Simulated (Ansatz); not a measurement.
Runs of Ansatz 0.2.0 on Ta3N. It takes space group P-3m1 (No. 164, trigonal). Conventional cell: a = 3.032 Å, b = 3.032 Å, c = 7.524 Å, α = 90.00°, β = 90.00°, γ = 120.00°. Ta (site symmetry 3m) is surrounded by 3 N at 2.19 Å. Around Ta (site symmetry -3m) lie 12 Ta at 3.01 to 3.03 Å. N (site symmetry -3m) is surrounded by 6 Ta at 2.19 Å. The cell comes from a database or a generator and needn't be the stable form of this composition.

```tsv
level	spin	cutoff (eV)	gap on the mesh (eV)	pressure (GPa)	largest force (eV/Å)
r2SCAN	off	500	none	(b)	(c)
LDA	SOC, no magnetisation	420	none	(a)	0.67
LDA	off	420	none	-13.3	0.69
revPBE	off	420	none	1.9	0.21
```

Alike in all rows: task band structure; potentials or basis Ansatz PAW; cell as given; k mesh 7 × 7 × 3; smearing fermi-dirac 0.05 eV.

**Question.** Fill in the values left out.

**Answer.** (a) -13.4; (b) -3.9; (c) 0.23.

Caveats: the PAW data sets come from PBE, with cores solved anew for the run's functional, which leaves a small shift of forces and pressure; spin-orbit coupling is left out, which moves the levels of the heavy elements (some runs).

A k mesh can miss the band edges, and rows without SOC leave out spin-orbit coupling on Ta.

A gap of «none» marks a metal or a gap under the smearing width.

Runs at the PBE level aren't shown here.
